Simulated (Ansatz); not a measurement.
# GeHCl3 (SMILES [Cl][GeH]([Cl])[Cl]): PBE/cc-pVDZ

Aim: the energy change on altering one bond length of GeHCl3 at PBE/cc-pVDZ, from 2 runs. 

Program for the calculation: Ansatz 0.2.0.

61 further runs of the same task are left out: 12 that didn't finish, 49 set aside as unsound or not needed. Runs told in other sessions of the task aren't counted.

### Step 1. Starting point

The species is GeHCl3 (5 atoms), meant as a singlet with charge 0. As SMILES, `[Cl][GeH]([Cl])[Cl]`. The coordinates come from a PBE0-D4/def2-TZVP relaxation.

Bond lengths: Cl1–Ge2 2.126 Å, Ge2–Cl3 2.126 Å, Ge2–Cl4 2.126 Å, Ge2–H5 1.525 Å. Angles: Cl1–Ge2–Cl3 108.5°, Cl1–Ge2–Cl4 108.5°, Cl3–Ge2–Cl4 108.5°, Cl1–Ge2–H5 110.4°, Cl3–Ge2–H5 110.5°, Cl4–Ge2–H5 110.5°.

### Step 2. A single-point energy at PBE/cc-pVDZ

Input file run.yaml:

```yaml
crystal:
  periodic: [false, false, false]
  atoms:
    - {symbol: Cl, position_ang: [-1.177700, -0.012800, 1.700700]}
    - {symbol: Ge, position_ang: [0.102400, 0.090600, 0.006200]}
    - {symbol: Cl, position_ang: [1.117900, -1.767600, -0.185300]}
    - {symbol: Cl, position_ang: [-1.095100, 0.385600, -1.725800]}
    - {symbol: H, position_ang: [1.102600, 1.230700, 0.163000]}
basis:
  gaussian: {orbitals: cc-pVDZ}
total_charge: 0
hamiltonian: {xc: pbe}
accuracy: high
output: {orbitals: {seedname: orbitals}}
```

On the command line:

```bash
$ ansatz run run.yaml --threads 1 --pin off --max-ram 3480MiB --events-out events.jsonl --progress --plain --runs-dir runs
```

Standard output:

```text
Warning: RAYON_NUM_THREADS=1 ignored (pool sized by the plan → 1); use --threads N
Functional definition: PBE
  name "PBE"
  parameter kappa = 0.804
  parameter beta = 0.06672455060314922
  exchange = pbe_x(kappa = kappa, mu = beta*pi^2/3)
  correlation = pbe_c(beta = beta)
1925 factors; integrals over basis functions are off by at most 4.6e-9 eV
mean field evaluation 1: about -94080.3463 eV, gradient 2.0e1 eV
mean field evaluation 2: about -94079.5521 eV, gradient 2.7e1 eV
mean field evaluation 4: about -94081.3471 eV, gradient 5.2e-1 eV
mean field evaluation 8: about -94081.3495 eV, gradient 7.5e-3 eV
mean field evaluation 16: about -94081.3495 eV, gradient 1.0e-7 eV
mean field -94081.34948655 eV, -3457.4258230015 hartree, gradient 3.2e-8 eV, S^2 0.000000; 0 other end points of the search recorded, 0 dependent functions left out
reference -94081.34948945 eV, -3457.4258231080 hartree; 42, 42 occupied and 44, 44 virtual orbitals, 1925 factors
Total energy: -94081.34948945 eV, -3457.4258231080 hartree
```

It took 14 s on 1 thread of Arm Neoverse N1, shared host; peak memory 0.22 GiB.

### Step 3. The distorted shape, same level

Input file in.yaml:

```yaml
crystal:
  periodic: [false, false, false]
  atoms:
    - {symbol: Cl, position_ang: [-2.396306, 2.217050, 1.930501]}
    - {symbol: Ge, position_ang: [-1.116206, 2.320450, 0.236001]}
    - {symbol: Cl, position_ang: [1.117900, -1.767600, -0.185300]}
    - {symbol: Cl, position_ang: [-2.313706, 2.615450, -1.495999]}
    - {symbol: H, position_ang: [-0.116006, 3.460550, 0.392801]}
basis:
  gaussian:
    orbitals: cc-pVDZ
hamiltonian:
  xc: {name: PBE}
accuracy: high
output: {orbitals: {seedname: orbitals}}
```

On the command line:

```bash
$ ansatz run in.yaml --threads 1 --pin off --max-ram 3480MiB --events-out events.jsonl --progress --plain --runs-dir runs
```

Standard output (excerpt; [...] marks lines left out):

```text
Warning: RAYON_NUM_THREADS=1 ignored (pool sized by the plan → 1); use --threads N
[... 6 set-up lines as earlier in the session ...]
1823 factors; integrals over basis functions are off by at most 4.4e-9 eV
mean field evaluation 1: about -94071.7907 eV, gradient 3.2e1 eV
mean field evaluation 2: about -93841.4134 eV, gradient 1.2e2 eV
mean field evaluation 4: about -94062.1162 eV, gradient 3.7e1 eV
mean field evaluation 8: about -94074.5882 eV, gradient 1.7e1 eV
mean field evaluation 16: about -94077.4521 eV, gradient 2.4e-8 eV
mean field evaluation 32: about -94077.4327 eV, gradient 7.6e-1 eV
mean field -94077.45207033 eV, -3457.2825955973 hartree, gradient 6.6e-8 eV, S^2 0.000000; 4 other end points of the search recorded, 0 dependent functions left out
reference -94077.45207375 eV, -3457.2825957230 hartree; 42, 42 occupied and 44, 44 virtual orbitals, 1823 factors
Total energy: -94077.45207375 eV, -3457.2825957230 hartree
```

Wall time 17 s (1 thread of Arm Neoverse N1, shared host); peak memory 0.2 GiB.

### Step 4. Results

Level: PBE/cc-pVDZ.

```
                                                           quantity           value
                                          first shape: total energy  -3457.42582 Eh
                                           first shape: HOMO energy        -7.84 eV
                                           first shape: LUMO energy        -2.31 eV
                                         first shape: HOMO–LUMO gap         5.53 eV
                                      distorted shape: total energy  -3457.28260 Eh
energy change with the Ge2–Cl3 bond stretched from 2.126 to 4.678 Å        3.897 eV
```

What this shows: One bond (distorted shape) is far stretched, which a spin-restricted single reference describes badly; a broken-symmetry solution may lie lower. With the Ge2–Cl3 bond stretched from 2.126 to 4.678 Å the energy rises by 3.90 eV (376 kJ/mol). The first shape isn't relaxed at this level, so the change isn't measured from a minimum. A restricted reference can't describe the breaking bond well at this length.
